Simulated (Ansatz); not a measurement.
# C₂H₈S₂Si: one species, many methods

One table from this session's results is given with a row withheld; the runs are named, their logs left out.

The runs use Ansatz 0.2.0, Gaussian basis; functionals in def2-TZVPP, the program's frozen cores in correlated methods.

The runs, in order: PBE-D4, r2SCAN-D4, PBE0-D4, B3LYP-D4, ωB97X-V, ωB97M-V, B2PLYP; CCSD(T)/def2-TZVPP; MP2/def2-QZVPP; extrapolation to the limit.

## The relaxed structure

The geometry comes from an earlier relaxation with PBE0-D4 in a triple-zeta def2 set; it is a stationary point, not always the lowest conformer.

SMILES `C[SiH2]CSS`, 13 atoms, charge 0, spin multiplicity 1.

Atoms are counted from 1 here; the program's logs count them from 0.

Bond lengths: C1–Si2 1.867 Å, C1–H6 1.092 Å, C1–H7 1.093 Å, C1–H8 1.092 Å, Si2–C3 1.884 Å, Si2–H9 1.491 Å, Si2–H10 1.488 Å, C3–S4 1.817 Å, C3–H11 1.092 Å, C3–H12 1.096 Å, S4–S5 2.035 Å, S5–H13 1.348 Å. Angles: Si2–C1–H6 110.9°, Si2–C1–H7 111.0°, Si2–C1–H8 110.5°, H6–C1–H7 108.0°, H6–C1–H8 108.3°, H7–C1–H8 108.1°, C1–Si2–C3 110.3°, C1–Si2–H9 110.6°, C1–Si2–H10 110.4°, C3–Si2–H9 108.4°, C3–Si2–H10 109.1°, H9–Si2–H10 107.9°, Si2–C3–S4 113.3°, Si2–C3–H11 113.1°, Si2–C3–H12 109.5°, S4–C3–H11 109.2°, S4–C3–H12 104.1°, H11–C3–H12 107.1° and more.

The first run:

Contents of in.yaml:

```yaml
crystal:
  periodic: [false, false, false]
  atoms:
    - {symbol: C, position_ang: [-1.718501, 0.082686, 0.772903]}
    - {symbol: Si, position_ang: [0.126188, -0.141470, 0.954049]}
    - {symbol: C, position_ang: [0.828382, -1.018836, -0.557832]}
    - {symbol: S, position_ang: [0.569905, -0.100551, -2.104609]}
    - {symbol: S, position_ang: [1.917323, 1.421117, -2.002881]}
    - {symbol: H, position_ang: [-2.128074, 0.636529, 1.620441]}
    - {symbol: H, position_ang: [-2.227142, -0.883220, 0.723303]}
    - {symbol: H, position_ang: [-1.948470, 0.635315, -0.140880]}
    - {symbol: H, position_ang: [0.440262, -0.957930, 2.161536]}
    - {symbol: H, position_ang: [0.797313, 1.177398, 1.107514]}
    - {symbol: H, position_ang: [1.887972, -1.262657, -0.458568]}
    - {symbol: H, position_ang: [0.293099, -1.962667, -0.715505]}
    - {symbol: H, position_ang: [1.182242, 2.339484, -1.344471]}
basis:
  gaussian: {orbitals: def2-TZVPP}
hamiltonian: {xc: pbe, dispersion: d4}
output: {forces: true, orbitals: {seedname: orbitals}}
```

On the command line:

```console
$ ansatz run in.yaml --threads 4 --pin off --events-out ev --progress --plain --max-ram 10444MiB
```

Among the steps run: PBE-D4 (GGA); r2SCAN-D4 (meta-GGA); PBE0-D4 (hybrid); B3LYP-D4 (hybrid); ωB97X-V (range-separated); ωB97M-V (range-separated); B2PLYP (double hybrid); CCSD(T) in def2-TZVPP; MP2 in def2-QZVPP.

One of the session's tables, all rows but one given; the rest of the session is left out.

```
            method  atomisation energy (kJ/mol)
            PBE-D4                            ?
         r2SCAN-D4                       4416.3
           PBE0-D4                       4409.4
          B3LYP-D4                       4395.2
           ωB97X-V                       4425.8
           ωB97M-V                       4426.1
            B2PLYP                       4331.6
     HF/def2-TZVPP                       3222.3
    MP2/def2-TZVPP                       4307.8
   CCSD/def2-TZVPP                       4216.7
CCSD(T)/def2-TZVPP                       4279.2
           MP2/CBS                       4430.6
       CCSD(T)/CBS                       4402.1
```

Estimate the missing values for PBE-D4.

The run gave: atomisation energy (kJ/mol): 4458.5. In the column «atomisation energy (kJ/mol)» it is the highest.

Limits of these values: Free atoms (2 C, 1 Si, 2 S, 8 H) were run apart at each level; the atomisation energy is their sum less the molecule, without zero-point or spin-orbit terms.
